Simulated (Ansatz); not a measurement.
# BCl3H: the cost of one run

All numbers below are computed with Ansatz 0.2.0 (UKS revPBE/def2-SVP).

## Step 1: Starting point

Bond lengths: B1–Cl3 1.860 Å, B1–Cl4 1.860 Å. Angles: Cl3–B1–Cl4 120.0°.

Coordinates:

```xyz
5

B     0.0000    0.0000    0.0000
H     0.0000    0.0000    1.4400
Cl    1.6108    0.0000   -0.9300
Cl   -1.6108    0.0000   -0.9300
Cl    0.0000    0.0000    3.1100
```

## Step 2: A restrained relaxation towards end A

Springs on the bonds that form and break draw the guess towards this end; the thresholds are loose.

The input, input.yaml:

```yaml
crystal:
  periodic: [false, false, false]
  atoms:
    - { symbol: B, position_ang: [0.0, 0.0, 0.0] }
    - { symbol: H, position_ang: [0.0, 0.0, 1.44] }
    - { symbol: Cl, position_ang: [1.6108, 0.0, -0.93] }
    - { symbol: Cl, position_ang: [-1.6108, 0.0, -0.93] }
    - { symbol: Cl, position_ang: [0.0, 0.0, 3.11] }
magnetization:
  spin_polarized: true
  initial_magnetization: 1
basis:
  gaussian: { orbitals: def2-SVP }
hamiltonian:
  xc: revpbe
relax:
  f_tol: 0.15
  max_steps: 25
  restrain:
    - { distance: [1, 4], at: 2.57, k: 30.0 }
    - { distance: [0, 1], at: 1.19, k: 30.0 }
output:
  orbitals: {}
```

Launch:

```bash
> ansatz run input.yaml --threads 2 --pin off --max-ram 3072MiB --backend cpu --events-out ev --progress --plain --runs-dir out
```

Q: Estimate wall time and peak memory on 2 threads of Intel Xeon Platinum 8488C (Sapphire Rapids), shared host.

About 15 s, with a peak of 0.18 GiB.
